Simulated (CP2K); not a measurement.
NiMoIrPdW under changes of volume

One of the cells (15.988 Å³/atom); the others are scaled copies at fixed shape and fractional positions:

```
CELL_PARAMETERS angstrom
4.11705 0.00000 0.00000
-2.05853 3.56547 0.00000
0.00000 0.00000 5.44580
ATOMIC_POSITIONS crystal
Ni 0.00000 0.00000 0.95775
Mo 0.66667 0.33333 0.96161
Pd 0.66667 0.33333 0.46295
Ir 0.33333 0.66667 0.72572
W 0.33333 0.66667 0.23642
```

The cell was built by a generator and needn't be a form met in nature.

- Program: CP2K 2026.2
- Functional: PBE
- Potentials or basis: GTH_POTENTIALS Ni GTH-PBE-q18, Pd GTH-PBE-q18, Ir GTH-PBE-q17, W GTH-PBE-q14; POTENTIAL_UZH Mo GTH-PBE-q14; TZVP-MOLOPT-SR-GTH, TZVP-MOLOPT-PBE-GTH basis
- Density cutoff: 8163 eV
- k mesh: 8 × 8 × 5
- Occupations: fermi-dirac, width 0.05 eV
- Spin: collinear spin, ferromagnetic start
- Starting moments: [1.0, 1.0, 0.0, 0.6, 0.0] μB

```tsv
volume (Å³/atom)	energy over the lowest point (meV/atom)	pressure (GPa)
15.029	47.36	16.4
15.348	20.81	10.4
15.668	5.17	5.0
15.988	0.00	0.3
16.308	3.91	-4.0
16.628	15.87	-7.8
16.947	?	?
```

Problem. What does the run at 16.947 Å³/atom give?

Solution. Energy over the lowest point 35.02 meV/atom; pressure -11.2 GPa.

Worked out: A Birch-Murnaghan fit of order 3 (a polynomial in V^(-2/3)) to the other rows has its minimum at 16.01 Å³/atom with B0 = V·E''(V) = 227 GPa and B' = 4.4 at fixed shape and positions, which overstates the stiffness. It gives 35.22 meV/atom at 16.947 Å³/atom, against the run's 35.02, and -dE/dV = -11.4 GPa, against -11.2.

Energies are extrapolated to zero smearing.

Caveats: the basis of atomic orbitals isn't converged, which shifts pressures, moduli and gaps; the total moment is fixed, so each spin has its own Fermi level.
